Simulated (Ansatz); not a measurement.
# YbH3 (BiF3 type): equation of state

An exercise on one series of results from a longer session: the logs are not shown, and one member is left open.

Program: Ansatz 0.2.0. Level of theory: DFT PBE, scalar-relativistic, plane waves, PAW. These are calculated values, not measurements.

1 further run of the same task is left out (it didn't finish).

### The structure to begin with

The structure is cubic, space group Fm-3m (No. 225). Conventional cell: a = 5.083 Å, b = 5.083 Å, c = 5.083 Å, α = 90.00°, β = 90.00°, γ = 90.00°. Yb (site symmetry m-3m) has 8 H at 2.20 Å as nearest neighbours. H (site symmetry m-3m) has 8 H at 2.20 Å as nearest neighbours. H (site symmetry -43m) is surrounded by 4 Yb at 2.20 Å and 4 H at 2.20 Å.

As a file:

```xyz
4
Lattice="0.0000 2.5413 2.5413 2.5413 0.0000 2.5413 2.5413 2.5413 0.0000" Properties=species:S:1:pos:R:3 pbc="T T T"
Yb    0.0000    0.0000    0.0000
H     2.5413    2.5413    2.5413
H     1.2707    1.2707    1.2707
H     3.8120    3.8120    3.8120
```

An earlier run at PBE left this cell at 8.206 Å³/atom and -0.05 GPa (10×10×10 mesh).

Volume factors to run: 0.980, 1.020, 0.960, 1.040, 1.070, 1.100, 0.945.

The first run:

Input file input.yaml:

```yaml
crystal:
  lattice:
    - [0.0, 2.5242457108, 2.5242457108]
    - [2.5242457108, 0.0, 2.5242457108]
    - [2.5242457108, 2.5242457108, 0.0]
  atoms:
    - { symbol: Yb, position: [0.0, 0.0, 0.0] }
    - { symbol: H, position: [0.5, 0.5, 0.5] }
    - { symbol: H, position: [0.25, 0.25, 0.25] }
    - { symbol: H, position: [0.75, 0.75, 0.75] }
basis:
  ecutwfc: 420
  ecutrho_ratio: 4
kpoints:
  mp_grid: { grid: [10, 10, 10] }
hamiltonian:
  xc: pbe
scf:
  occupations: { method: gaussian, width: 0.05 }
output:
  forces: true
  stress: true
  eigenvalues: true
```

Started as:

```bash
> ansatz run input.yaml --threads 2 --pin off --max-ram 2662MiB --backend cpu --events-out ev --progress --plain --runs-dir out
```

Among the steps run: Volume × 0.980; At 1.020 of the relaxed volume; Volume × 0.960; At 1.040 of the relaxed volume; Scaling the volume by 1.070; Scaling the volume by 1.100; Scaling the volume by 0.945.

One table of the session follows, with a row left open; its other results are not shown here.

It belongs to the step «Energy and pressure against volume». 

| volume (Å³/atom) | energy (meV/atom) | pressure (GPa) |
| --- | --- | --- |
| 7.755 | 6.99 | 5.26 |
| 7.878 | ? | ? |
| 8.042 | 0.83 | 1.71 |
| 8.206 | 0.00 | -0.05 |
| 8.370 | 0.88 | -1.64 |
| 8.534 | 3.32 | -3.08 |
| 8.781 | 9.56 | -4.99 |
| 9.027 | 18.55 | -6.64 |

Q: Estimate the row for volume (Å³/atom) = 7.878 from the others.

Worked estimate for «energy (meV/atom)». A straight line through the neighbours (7.755, 6.99) and (8.042, 0.83) gives 6.99 + (0.83 − 6.99) × (7.878 − 7.755) / (8.042 − 7.755) = 4.35; a parabola fitted to 3 rows on both sides gives 3.62.

The run gave: energy (meV/atom): 3.56; pressure (GPa): 3.66. In «energy (meV/atom)» the line misses by +0.79 and the parabola by +0.06.
